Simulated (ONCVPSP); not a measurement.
# As: the cost of one run

The numbers are computed with ONCVPSP 4.0.1.1 (patched build) (PBE, scalar-relativistic, spin-unpolarised reference atom).

### 1 Starting point

Typed settings, in words:

```
element                 : arsenic (As, Z = 33)
type                    : optimised norm-conserving Vanderbilt (ONCV)
frozen core             : [Ne]
valence charge          : 23
reference configuration : 3s2 3p6 3d10 4s2 4p3
partial waves           : 3s+4s: rc 0.80 bohr, ncon 4, nbas 8, qcut 18.8 1/bohr, 2 projectors; 3p+4p: rc 0.85 bohr, ncon 4, nbas 8, qcut 19.2 1/bohr, 2 projectors; 3d: rc 1.00 bohr, ncon 4, nbas 8, qcut 14.3 1/bohr, 1 projector
local potential         : polynomial inside 0.65 bohr (lpopt 5, dvloc0 0 Ha)
core correction         : Teter function fitted to the true core (icmod 2), fcfact 0.3
```

An earlier all-electron run gives the scale for the radii.

All-electron outer shells of the reference configuration (PBE, scalar-relativistic, ld1.x):

| shell | level (eV) | outermost node (bohr) | outermost maximum (bohr) |
| --- | --- | --- | --- |
| 2s | -1486.76 | 0.06 | 0.17 |
| 2p | -1303.65 | – | 0.14 |
| 3s | -190.31 | 0.25 | 0.52 |
| 3p | -133.68 | 0.22 | 0.52 |
| 3d | -40.65 | – | 0.47 |
| 4s | -14.49 | 0.73 | 1.61 |
| 4p | -5.19 | 0.78 | 2.00 |

### 2 The generation run

Input file As.dat:

```
# ATOM AND REFERENCE CONFIGURATION
# atsym  z   nc   nv     iexc    psfile
  As 33.00    3    5        4      upf
#
#   n    l    f
    1    0    2.00
    2    0    2.00
    2    1    6.00
    3    0    2.00
    3    1    6.00
    3    2   10.00
    4    0    2.00
    4    1    3.00
#
# PSEUDOPOTENTIAL AND OPTIMIZATION
# lmax
    2
#
#   l,   rc,      ep,       ncon, nbas, qcut
    0    0.80    0.00    4    8   18.80
    1    0.85    0.00    4    8   19.20
    2    1.00    0.00    4    8   14.30
#
# LOCAL POTENTIAL
# lloc, lpopt,  rc(5),   dvloc0
    4    5    0.65    0.00
#
# VANDERBILT-KLEINMAN-BYLANDER PROJECTORs
# l, nproj, debl
    0    2    0.40
    1    2    1.40
    2    1    1.30
#
# MODEL CORE CHARGE
# icmod, fcfact, rcfact
    2    0.30    1.00
#
# LOG DERIVATIVE ANALYSIS
# epsh1, epsh2, depsh
   -8.00    5.00    0.04
#
# OUTPUT GRID
# rlmax, drl
    6.00    0.01
#
# TEST CONFIGURATIONS
# ncnf
    4
# nvcnf
#   n    l    f
    5
    3    0    2.00
    3    1    6.00
    3    2   10.00
    4    0    2.00
    4    1    2.00
#
    5
    3    0    2.00
    3    1    6.00
    3    2   10.00
    4    0    2.00
    4    1    1.00
#
    5
    3    0    2.00
    3    1    6.00
    3    2   10.00
    4    0    2.00
    4    1    0.00
#
    5
    3    0    2.00
    3    1    6.00
    3    2    9.00
    4    0    2.00
    4    1    3.00
#
```

On the command line:

```
oncvpsp.x < As.dat > As.out
```

**Question.** How long does this run take on 1 thread of Neoverse-N1, shared host?

About 5.1 s.
